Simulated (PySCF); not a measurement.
**SiOBr₂: structure of the singlet**

The task is one start of a wider search on SiOBr₂: the singlet, from a trigonal planar start. It is relaxed, tested by its Hessian and followed downhill if it is a saddle.

Program: PySCF 2.14.0. Level of theory: PBE0, basis Si def2-SVP, O def2-SVP, Br def2-SVP, no relativity, density fitting. These are calculated values, not measurements.

## 1. Starting geometry

4 atoms, charge 0, spin multiplicity 1.

Bond lengths: Si1–O2 1.640 Å, Si1–Br3 2.300 Å, Si1–Br4 2.300 Å. Angles: O2–Si1–Br3 120.0°, O2–Si1–Br4 120.0°, Br3–Si1–Br4 120.0°.

Z-matrix (Å, degrees; charge 0 multiplicity 1):
```
Si
O  1 1.6400
Br 1 2.3000 2 120.00
Br 1 2.3000 2 120.00 3 180.00
```

## 2. Relaxation: trigonal planar start, singlet

One driver script runs all steps and calls PySCF; scf.py shows how it sets up the SCF of each step. The optimiser is the driver's own. Before each start the driver seeks the lowest SCF state from one or more starting densities and follows internal instabilities, so scf.py alone need not reach the same state.

The program finds C2v symmetry in the start, which this walk keeps. Threshold on the gradient: 0.0003 Eh/bohr, with a further test on the energy change.

Input file scf.py:

```python
from pyscf import gto, scf, dft
mol = gto.M(atom='''
Si    -0.384741    -0.666363    -0.000000
O     -1.204773    -2.086644    -0.000000
Br     1.915277    -0.666393     0.000000
Br    -1.534705     1.325536     0.000000''',
    basis={'Si': 'def2-SVP', 'O': 'def2-SVP', 'Br': 'def2-SVP'},
    charge=0, spin=0)
mf = dft.RKS(mol, xc='PBE0')
mf.grids.atom_grid = (50, 194)
aux = {'Si': 'def2-universal-JKFIT', 'O': 'def2-universal-JKFIT', 'Br': 'def2-universal-JKFIT'}
mf = mf.density_fit(auxbasis=aux)
mf.kernel()
```

The runs that follow: Vibrations and properties at this point.

**Question.** What will these runs give? Wanted: minimum; geometry; wavenumbers; dipole moment; highest occupied, lowest empty level; polar-tensor charge of Si1; zero-point energy; atomisation energy.

As calculated:

| quantity | value |
| --- | --- |
| minimum | singlet, C2v |
| geometry | Si–Br 2.181 Å (×2), Si–O 1.524 Å; Br–Si–Br 109.2°, Br–Si–O 125.4° (×2) |
| wavenumbers (cm⁻¹) | 128 (a1), 189 (b2), 264 (b1), 367 (a1), 520 (b2), 1257 (a1) |
| dipole moment | 3.03 D |
| highest occupied, lowest empty level | -8.60, -2.13 eV |
| polar-tensor charge of Si1 | +1.48 e |
| zero-point energy | 16.3 kJ/mol |
| entropy at 298.15 K | 326.8 J/(mol K) |
| atomisation energy (no zero-point energy) | 1235 kJ/mol |

The trigonal planar start keeps its C2v symmetry and ends in a minimum. In the infrared the band at 520 cm⁻¹ (b2, mixed) leads. Only this shape and spin were tried, so other structures or states may lie lower.
